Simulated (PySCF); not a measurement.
# [Eu(SH)2]+: other functionals and bases at one geometry

An exercise on one series of results from a longer session: the logs are not shown, and one member is left open.

Program: PySCF 2.14.0. Level of theory: several levels, as the steps say, no spin–orbit coupling. These are calculated values, not measurements.

1 further run of the same task is left out (for a known fault of the program).

## Where the work starts

5 atoms, charge 1, spin multiplicity 1.

Bond lengths: Eu1–S2 2.509 Å, Eu1–S4 2.509 Å, S2–H3 1.359 Å, S4–H5 1.359 Å. Angles: S2–Eu1–S4 98.2°, Eu1–S2–H3 95.7°, Eu1–S4–H5 95.7°.

Geometry (Å):

```xyz
5
charge 1, multiplicity 1
Eu    0.0000    0.0000   -0.7783
S     1.8950   -0.0872    0.8643
H     2.8749   -0.2269   -0.0676
S    -1.8950    0.0872    0.8643
H    -2.8749    0.2269   -0.0676
```

Formal oxidation states: Eu +3. Each metal's 6 4f electrons lie in its core potential, so multiplicities, spins and levels count the valence alone. An earlier session relaxed this geometry at PBE0, Eu lcecp-1-SVP with ECP52, S def2-SVP, H def2-SVP (singlet, point group C2).

At PBE0 on the finer grid: E = -832.199398 Eh, HOMO -12.10 eV, LUMO -7.35 eV, Mulliken charge on Eu1 +1.11 e, largest force component 0.020 eV/Å. 

Levels to run: HF; TPSSh; PBE0, TZVP. Hardware: 2 threads of Arm Neoverse V2, shared host.

The first run:

Input file run.py (the lines that set the calculation):

```python
mol = gto.M(atom='''
Eu     0.00000     0.00000    -0.77833
S      1.89503    -0.08718     0.86435
H      2.87493    -0.22687    -0.06758
S     -1.89503     0.08718     0.86435
H     -2.87493     0.22687    -0.06758''',
    basis={'Eu': 'lcecp-1-SVP', 'S': 'def2-SVP', 'H': 'def2-SVP'},
    ecp={'Eu': 'lcecp-1-SVP'},
    charge=1, spin=0)
mf = scf.RHF(mol)
mf = mf.density_fit()  # fitting sets: Eu AutoAux, S def2-universal-JKFIT, H def2-universal-JKFIT
mf.conv_tol = 1e-08; mf.max_cycle = 55
mf.kernel(dm0)  # dm0: the density of the relaxed state
```

Started as:

```
$ OMP_NUM_THREADS=2 python run.py
```

Among the steps run: HF; TPSSh; PBE0, TZVP.

One table of the session follows, with a row left open; its other results are not shown here.

| level | HOMO (eV) | gap (eV) | charge on Eu1 (e) | dipole (D) | largest force component (eV/Å) |
| --- | --- | --- | --- | --- | --- |
| PBE0 (relaxed here) | -12.10 | 4.75 | 1.11 | 7.61 | 0.02 |
| HF | -14.42 | 9.23 | 1.38 | 9.28 | 0.81 |
| TPSSh | ? | ? | ? | ? | ? |
| PBE0, TZVP | -12.03 | 4.77 | 1.39 | 7.26 | 0.19 |

**Question.** Estimate the row for TPSSh.

As computed: HOMO (eV): -11.51; gap (eV): 3.92; charge on Eu1 (e): 1.13; dipole (D): 7.56; largest force component (eV/Å): 0.29. In the column «HOMO (eV)» it is the highest.

The dipole of a charged species depends on the origin, so these sizes hold for this origin alone.

In one basis the HOMO–LUMO gap runs from 3.92 eV (TPSSh) to 9.23 eV (HF). The largest leftover force, 0.81 eV/Å with HF, stands at a geometry relaxed at another level. With 4f in the core, its levels are missing from HOMO and gap, and its count is fixed, so no charge can pass from the ligands into it. Total energies of different levels can't be compared.
